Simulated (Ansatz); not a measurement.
What does this script print? It uses Ansatz's Python interface.

Script `run_defect.py`:
```python
import ansatz as az
import numpy as np

KMESH = (1, 1, 2)
FILLING = "fermi_dirac"
SMEARING_WIDTH = 0.05

lattice = az.Lattice.of(
    [4.19134, 0.0, 0.0],
    [0.0, 4.19134, 0.0],
    [0.0, 0.0, 4.19134],
)
sites = [
    ("Ba", [0.0, 0.0, 0.0]),
    ("Zr", [0.5, 0.5, 0.5]),
    ("O", [0.0, 0.5, 0.5]),
    ("O", [0.5, 0.0, 0.5]),
    ("O", [0.5, 0.5, 0.0]),
]
cell = az.Crystal(lattice=lattice)
for symbol, position in sites:
    cell = cell.atom(symbol, position)
host = cell.supercell(2, 2, 1)
defective = host.substitution("N", at=[0.5, 0.5, 0.0], replaces="O")

def prepare(structure):
    return (
        structure.calculation()
        .kpoints(*KMESH)
        .basis(21 * az.Ha)
        .pseudopotentials("paw")
        .occupations(FILLING, width=SMEARING_WIDTH)
        .band_table()
    )


perfect = prepare(host).run(threads=1, backend="cpu").report
calculation = (
    prepare(defective)
    .charge(1)
    .charged_corrections(epsilon=12.0)
    .forces()
)
done = calculation.run(threads=1, backend="cpu")
summary = done.report

n_host, n_defect = len(perfect["lattice"]["sites"]), len(summary["lattice"]["sites"])
print(f"perfect cell: {n_host} atoms, F = {perfect['free_energy_ev']:.4f} eV")
print(f"defect cell:  {n_defect} atoms, F = {summary['free_energy_ev']:.4f} eV")
print(f"difference {summary['free_energy_ev'] - perfect['free_energy_ev']:.4f} eV (no chemical potentials)")
print(f"point-charge correction {done.charged_corrections().monopole_ev:.3f} eV at charge {1:+d}")


for site in done.lattice.sites:
    print(f"{site.symbol:2s}", " ".join(f"{v:8.4f}" for v in site.position_ang))
```

```console
$ python run_defect.py
perfect cell: 20 atoms, F = -47376.1948 eV
defect cell:  20 atoms, F = -47200.0724 eV
difference 176.1224 eV (no chemical potentials)
point-charge correction 0.210 eV at charge +1
Ba   0.0000   0.0000   0.0000
Zr   2.0957   2.0957   2.0957
O    0.0000   2.0957   2.0957
O    2.0957   0.0000   2.0957
N    2.0957   2.0957   0.0000
Ba   0.0000   4.1913   0.0000
Zr   2.0957   6.2870   2.0957
O    0.0000   6.2870   2.0957
O    2.0957   4.1913   2.0957
O    2.0957   6.2870   0.0000
Ba   4.1913   0.0000   0.0000
Zr   6.2870   2.0957   2.0957
O    4.1913   2.0957   2.0957
O    6.2870   0.0000   2.0957
O    6.2870   2.0957   0.0000
Ba   4.1913   4.1913   0.0000
Zr   6.2870   6.2870   2.0957
O    4.1913   6.2870   2.0957
O    6.2870   4.1913   2.0957
O    6.2870   6.2870   0.0000
```

Notes:
- Absolute energies stand on the zero of these potentials, so only differences at equal settings mean something. A total without «per atom» is that of the whole cell that was run.
- The run is spin-unpolarised.
- The atoms stand at ideal sites; relaxing them can change energy and levels by an eV or more.
- The difference holds no chemical potentials.
- No functional is typed, so the default, PBE, holds.
- The starting cell is as deposited in a crystallographic database; the results hold for this polymorph, which needn't be the stable one.
- The supercell is small, so the defect meets its images and the energies aren't those of an isolated defect; a partly filled defect level may also lower its energy by spin or distortion. For a charged cell the difference holds no correction, alignment or term for the electrons' reservoir.
- Timing: 18 s on 1 thread of Arm Neoverse V1, on a shared host, peak memory 0.81 GiB.
